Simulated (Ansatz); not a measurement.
# Ga3AsN2: the cost of one run

Program: Ansatz 0.2.0. Level of theory: DFT PBE, scalar-relativistic, plane waves, PAW. These are calculated values, not measurements.

1 further run of the same task is left out (it didn't finish).

### Step 1. Starting point

Symmetry: P3m1, No. 156, trigonal system. Conventional cell: a = 3.613 Å, b = 3.613 Å, c = 8.851 Å, α = 90.00°, β = 90.00°, γ = 120.00°. Ga (site symmetry 3m) has 4 N at 2.21 Å as nearest neighbours. Around Ga (site symmetry 3m) lie 3 N at 2.21 Å and 1 As at 2.21 Å. Around Ga (site symmetry 3m) lie 3 As at 2.21 Å and 1 N at 2.21 Å. As (site symmetry 3m) has 4 Ga at 2.21 Å as nearest neighbours. N (site symmetry 3m) has 4 Ga at 2.21 Å as nearest neighbours.

Structure file:

```
CELL_PARAMETERS angstrom
3.61347 0.00000 0.00000
-1.80674 3.12936 0.00000
0.00000 0.00000 8.85117
ATOMIC_POSITIONS crystal
Ga 0.00000 0.00000 0.00000
Ga 0.66667 0.33333 0.66667
Ga 0.33333 0.66667 0.33333
As 0.66667 0.33333 0.41667
N 0.00000 0.00000 0.75000
N 0.33333 0.66667 0.08333
```

The start is an ordering of an alloy on its end members' structure types: elements ordered on the sites of the GaAs type, As/N on As (P3m1, No. 156).

### Step 2. A first look at the guess

File input.yaml:

```yaml
crystal:
  lattice:
    - [3.61347469, 0.0, 0.0]
    - [-1.80673735, 3.12936088, 0.0]
    - [0.0, 0.0, 8.8511692]
  atoms:
    - { symbol: Ga, position: [0.0, 0.0, 0.0] }
    - { symbol: Ga, position: [0.66666667, 0.33333333, 0.66666667] }
    - { symbol: Ga, position: [0.33333333, 0.66666667, 0.33333333] }
    - { symbol: As, position: [0.66666667, 0.33333333, 0.41666667] }
    - { symbol: "N", position: [0.0, 0.0, 0.75] }
    - { symbol: "N", position: [0.33333333, 0.66666667, 0.08333333] }
basis:
  ecutwfc: 420
kpoints:
  mp_grid: { grid: [6, 6, 2] }
hamiltonian:
  xc: pbe
scf:
  occupations: { method: gaussian, width: 0.1 }
  lower_state_search: "off"
output:
  forces: true
  stress: true
  eigenvalues: true
```

The run is started by

```
$ ansatz run input.yaml --threads 1 --pin off --max-ram 2560MiB --backend cpu --events-out ev --progress --plain --runs-dir out
```

What time and memory should one allow on 1 thread of Intel Xeon at 2.50GHz (Skylake/Cascade Lake), shared host?

About 11 s, with a peak of 0.36 GiB.
